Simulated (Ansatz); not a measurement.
# CH6NO2Ta: the cost of one run

Computed with Ansatz 0.2.0, Gaussian basis. Level: the settings change from run to run.

## (1) The relaxed structure

An earlier PBE0-D4 in a triple-zeta def2 set relaxation fixed the geometry. Ta takes a core potential in def2 sets; no spin-orbit term is included.

SMILES `[CH3][Ta](=[NH])([OH])[OH]`, 11 atoms, charge 0, spin multiplicity 1.

Atoms are counted from 1 here; the program's logs count them from 0.

Bond lengths: C1–Ta2 2.167 Å, C1–H6 1.096 Å, C1–H7 1.094 Å, C1–H8 1.094 Å, Ta2–N3 1.768 Å, Ta2–O4 1.909 Å, Ta2–O5 1.909 Å, N3–H9 1.005 Å, O4–H10 0.956 Å, O5–H11 0.956 Å. Angles: Ta2–C1–H6 110.3°, Ta2–C1–H7 111.1°, Ta2–C1–H8 111.1°, H6–C1–H7 108.3°, H6–C1–H8 108.3°, H7–C1–H8 107.5°, C1–Ta2–N3 104.0°, C1–Ta2–O4 107.4°, C1–Ta2–O5 107.4°, N3–Ta2–O4 112.1°, N3–Ta2–O5 112.1°, O4–Ta2–O5 113.2°, Ta2–N3–H9 177.3°, Ta2–O4–H10 132.0°, Ta2–O5–H11 132.0°.

## (2) RPBE/def2-SVPD

Options: charge +1, multiplicity 2, D4 dispersion.

File in.yaml:

```yaml
crystal:
  periodic: [false, false, false]
  atoms:
    - {symbol: C, position_ang: [-1.562419, 0.443565, -0.367194]}
    - {symbol: Ta, position_ang: [0.508963, -0.112941, -0.058600]}
    - {symbol: N, position_ang: [0.601147, -0.483651, 1.667337]}
    - {symbol: O, position_ang: [1.580413, 1.395958, -0.527556]}
    - {symbol: O, position_ang: [0.854533, -1.646320, -1.142111]}
    - {symbol: H, position_ang: [-1.735450, 0.698209, -1.419489]}
    - {symbol: H, position_ang: [-1.833503, 1.308255, 0.245325]}
    - {symbol: H, position_ang: [-2.234801, -0.375457, -0.096143]}
    - {symbol: H, position_ang: [0.699362, -0.704178, 2.643063]}
    - {symbol: H, position_ang: [2.133955, 1.974456, -0.004651]}
    - {symbol: H, position_ang: [1.053200, -2.554896, -0.919581]}
basis:
  gaussian: {orbitals: def2-SVPD}
total_charge: 1
magnetization: {spin_polarized: true, initial_magnetization: 1}
hamiltonian: {xc: {name: RPBE}, dispersion: d4}
output: {forces: true}
```

Started as:

```sh
$ ansatz run in.yaml --threads 4 --pin off --events-out ev --progress --plain --max-ram 10444MiB
```

What time and memory should one allow on 4 threads of AMD EPYC 9R45, shared host?

About 3.4 s, with a peak of 0.52 GiB.
